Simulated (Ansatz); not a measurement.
# GeH6Si: the cost of one run

The runs use Ansatz 0.2.0, Gaussian basis; PBE0-D4/def2-TZVP structures, single points in def2-TZVPP, no counterpoise correction.

Levels: SPW92, PBE-D4, BLYP-D4, r2SCAN-D4, B97M-V, PBE0-D4, B3LYP-D4, r2SCAN0-D4, BHLYP-D4, CAM-B3LYP-D4, wB97X-V, wB97M-V, B2PLYP, PBE-QIDH, RPA on PBE, Hartree-Fock, MP2, CCSD, CCSD(T).

Correlated methods freeze the cores. Filled d shells of the heavier atoms are correlated. Core potentials replace the inner electrons past krypton, and spin-orbit coupling is left out. Orbitals are unrestricted. B3LYP uses VWN-RPA correlation. B2PLYP carries no dispersion term here.

88 further runs of the same task are left out: 88 set aside as unsound or not needed.

## 1. The starting structure

The complex: 9 atoms, charge 0, spin multiplicity 2.

Atoms are counted from 1 here; the program's logs count them from 0.

Bond lengths: Si2–Ge3 2.378 Å, Si2–H4 1.486 Å, Si2–H5 1.484 Å, Si2–H6 1.484 Å, Ge3–H7 1.536 Å, Ge3–H8 1.618 Å, Ge3–H9 1.536 Å. Angles: Ge3–Si2–H4 109.5°, Ge3–Si2–H5 108.9°, Ge3–Si2–H6 109.0°, H4–Si2–H5 109.7°, H4–Si2–H6 109.7°, H5–Si2–H6 110.1°, Si2–Ge3–H7 114.2°, Si2–Ge3–H8 106.0°, Si2–Ge3–H9 114.2°, H7–Ge3–H8 105.8°, H7–Ge3–H9 109.9°, H8–Ge3–H9 105.8°.

Coordinates:

```xyz
9

I    -2.71108   -0.45857    2.39652
Si    0.30448    0.92054   -1.16170
Ge    0.44164   -0.78329    0.49104
H     1.52808    0.89258   -2.00496
H    -0.89065    0.67649   -2.00679
H     0.19164    2.23794   -0.48812
H     1.58595   -0.59380    1.49794
H    -0.92496   -0.68142    1.35161
H     0.47480   -2.21057   -0.07554
```

Its parts: I radical holds atoms 1; SiGeH₆ holds atoms 2, 3, 4, 5, 6, 7, 8, 9. Each part counts its atoms afresh in its own runs.

## 2. Relaxing SiGeH₆ alone

relax-b/in.yaml reads:

```yaml
crystal:
  periodic: [false, false, false]
  atoms:
    - {symbol: Si, position_ang: [0.304479, 0.920542, -1.161698]}
    - {symbol: Ge, position_ang: [0.441638, -0.783295, 0.491043]}
    - {symbol: H, position_ang: [1.528084, 0.892584, -2.004956]}
    - {symbol: H, position_ang: [-0.890647, 0.676491, -2.006793]}
    - {symbol: H, position_ang: [0.191644, 2.237940, -0.488120]}
    - {symbol: H, position_ang: [1.585949, -0.593802, 1.497938]}
    - {symbol: H, position_ang: [-0.924962, -0.681425, 1.351610]}
    - {symbol: H, position_ang: [0.474795, -2.210567, -0.075544]}
basis:
  gaussian: {orbitals: def2-TZVP}
hamiltonian: {xc: pbe0, dispersion: d4}
relax: {f_tol: 0.005, max_steps: 200}
```

The run is started by

```
ansatz run in.yaml --threads 4 --pin off --events-out ev --progress --plain --max-ram 41984MiB --backend cpu
```

**Question.** How long does this run take on 4 threads of AMD EPYC 7R13, shared host?

About 6 s.
